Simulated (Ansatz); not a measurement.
**CH9BN2Si: up Jacob's ladder to CCSD(T)**

One table from this session's results is given with a row withheld; the runs are named, their logs left out.

The runs use Ansatz 0.2.0, Gaussian basis; functionals in def2-TZVPP, the program's frozen cores in correlated methods.

Plan: PBE-D4, r2SCAN-D4, PBE0-D4, B3LYP-D4, ωB97X-V, ωB97M-V, B2PLYP; CCSD(T)/def2-TZVPP; MP2/def2-QZVPP; extrapolation to the limit.

## Structure used throughout

All runs share one geometry, relaxed beforehand with PBE0-D4 in a triple-zeta def2 set.

14 atoms, charge 0, spin multiplicity 1.

Atoms are counted from 1 here; the program's logs count them from 0.

Bond lengths: B1–C2 1.508 Å, B1–Si4 2.053 Å, B1–H6 1.214 Å, B1–H7 1.203 Å, C2–N3 1.324 Å, C2–H8 1.091 Å, N3–H9 1.008 Å, N3–H10 1.006 Å, Si4–N5 1.742 Å, Si4–H11 1.495 Å, Si4–H12 1.495 Å, N5–H13 1.010 Å, N5–H14 1.009 Å. Angles: C2–B1–Si4 91.0°, C2–B1–H6 117.3°, C2–B1–H7 116.4°, Si4–B1–H6 97.8°, Si4–B1–H7 107.0°, H6–B1–H7 119.5°, B1–C2–N3 127.4°, B1–C2–H8 120.0°, N3–C2–H8 112.4°, C2–N3–H9 118.9°, C2–N3–H10 121.9°, H9–N3–H10 116.8°, B1–Si4–N5 107.1°, B1–Si4–H11 106.9°, B1–Si4–H12 118.6°, N5–Si4–H11 113.8°, N5–Si4–H12 104.5°, H11–Si4–H12 106.3° and more.

Set-up of the first run:

File in.yaml:

```yaml
crystal:
  periodic: [false, false, false]
  atoms:
    - {symbol: B, position_ang: [-1.353051, -0.056431, 0.509131]}
    - {symbol: C, position_ang: [-0.964742, -0.887859, -0.687070]}
    - {symbol: N, position_ang: [-0.480270, -0.457511, -1.841518]}
    - {symbol: Si, position_ang: [0.592805, -0.020991, 1.162576]}
    - {symbol: N, position_ang: [1.444510, 1.133409, 0.175243]}
    - {symbol: H, position_ang: [-1.490835, 1.136775, 0.336310]}
    - {symbol: H, position_ang: [-1.998647, -0.610401, 1.359655]}
    - {symbol: H, position_ang: [-0.977520, -1.976880, -0.622071]}
    - {symbol: H, position_ang: [-0.321411, 0.530370, -1.964462]}
    - {symbol: H, position_ang: [-0.018736, -1.074734, -2.487802]}
    - {symbol: H, position_ang: [0.556861, 0.336447, 2.614086]}
    - {symbol: H, position_ang: [1.404634, -1.271549, 1.058942]}
    - {symbol: H, position_ang: [1.140805, 2.094015, 0.241358]}
    - {symbol: H, position_ang: [2.452699, 1.096140, 0.174423]}
basis:
  gaussian: {orbitals: def2-TZVPP}
hamiltonian: {xc: pbe, dispersion: d4}
output: {forces: true, orbitals: {seedname: orbitals}}
```

Run with:

```bash
> ansatz run in.yaml --threads 4 --pin off --events-out ev --progress --plain --max-ram 10444MiB
```

Among the steps run: PBE-D4 (GGA); r2SCAN-D4 (meta-GGA); PBE0-D4 (hybrid); B3LYP-D4 (hybrid); ωB97X-V (range-separated); ωB97M-V (range-separated); B2PLYP (double hybrid); CCSD(T) in def2-TZVPP; MP2 in def2-QZVPP.

One table of the session follows, with a row left open; its other results are not shown here.

| method | atomisation energy (kJ/mol) |
| --- | --- |
| PBE-D4 | 4964.9 |
| r2SCAN-D4 | 4875.4 |
| PBE0-D4 | 4876.5 |
| B3LYP-D4 | 4897.8 |
| ωB97X-V | 4883.1 |
| ωB97M-V | 4889.2 |
| B2PLYP | ? |
| HF/def2-TZVPP | 3456.8 |
| MP2/def2-TZVPP | 4747.4 |
| CCSD/def2-TZVPP | 4640.6 |
| CCSD(T)/def2-TZVPP | 4712.2 |
| MP2/CBS | 4882.9 |
| CCSD(T)/CBS | 4847.7 |

Estimate the missing values for B2PLYP.

As computed: atomisation energy (kJ/mol): 4816.1. In the column «atomisation energy (kJ/mol)» it lies between MP2/def2-TZVPP (4747.4) and CCSD(T)/CBS (4847.7).

Limits of these values: Free atoms (1 B, 1 C, 2 N, 1 Si, 9 H) were run apart at each level; the atomisation energy is their sum less the molecule, without zero-point or spin-orbit terms.
